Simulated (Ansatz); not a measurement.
# C2H7BrSi, SMILES C[SiH](C)Br: an atomisation energy

With Ansatz 0.2.0, Python API.

Notebook, run cell by cell (the value of a cell's last expression is shown):

**Cell 1**
```python
from collections import Counter

import ansatz
```

**Cell 2**
```python
def single_point(molecule, charge=0, unpaired=0):
    calc = (
        molecule.calculation()
        .basis(gaussian="def2-SVP")
        .functional("r2scan")
    )
    if charge:
        calc = calc.charge(charge)
    if unpaired:
        calc = calc.spin("collinear", total=unpaired)
    report = calc.run(threads=1).report
    if report["published_state_doubts"]:
        print("  doubts:", report["published_state_doubts"])
    return report["free_energy_ev"]

geometry_ang = [
    ("C", [-0.8634, 1.2328, -0.1292]),
    ("Si", [-0.4451, -0.5135, -0.133]),
    ("C", [1.2664, -0.7692, 0.4218]),
    ("Br", [-0.5594, -1.2889, -2.202]),
    ("H", [-0.2533, 1.8523, -0.8131]),
    ("H", [-0.8429, 1.7218, 0.8625]),
    ("H", [-1.9131, 1.4186, -0.486]),
    ("H", [-1.3336, -1.2523, 0.7346]),
    ("H", [2.0148, -0.223, -0.1623]),
    ("H", [1.4386, -0.4042, 1.4817]),
    ("H", [1.5563, -1.8316, 0.4456]),
]
c2h7brsi = ansatz.Crystal.molecule()
for symbol, xyz in geometry_ang:
    c2h7brsi = c2h7brsi.atom(symbol, xyz)
```

**Cell 3**
```python
# Hund ground states
unpaired = {"C": 2, "Si": 2, "Br": 1, "H": 1}
counts = Counter(site.symbol for site in c2h7brsi.cartesian_sites)
atom_energy = {s: single_point(ansatz.Crystal.molecule().atom(s, (0, 0, 0)), 0, unpaired[s]) for s in counts}
whole = single_point(c2h7brsi, 0, 0)
for s, e in atom_energy.items():
    print(f"{s:2s} x{counts[s]}  {e:14.5f} eV")
print(f"C2H7BrSi: {whole:.5f} eV")
split = sum(counts[s] * e for s, e in atom_energy.items()) - whole
print(f"atomisation energy (no zero-point term): {96.485332 * split:.1f} kJ/mol, {split / sum(counts.values()):.3f} eV an atom")
```
Output:
```text
C  x2     -1028.24726 eV
Si x1     -7870.75193 eV
Br x1    -70036.32571 eV
H  x7       -13.58417 eV
C2H7BrSi: -80099.12888 eV
atomisation energy (no zero-point term): 3904.5 kJ/mol, 3.679 eV an atom
```

3904.5 kJ/mol from the electronic energies, without the zero-point term.

Total energies depend on the basis set; only differences at equal settings carry meaning. The geometry is a force-field or estimated start, not a minimum of this method, and the basis set is short of its limit. All parts are taken at fixed geometry, without zero-point energy. The spin-orbit lowering of heavy atoms is left out. Finished in 10 s on 1 thread of AMD EPYC 7R43 64-Core Processor (Zen 3), on a shared host, peak memory 0.23 GiB.
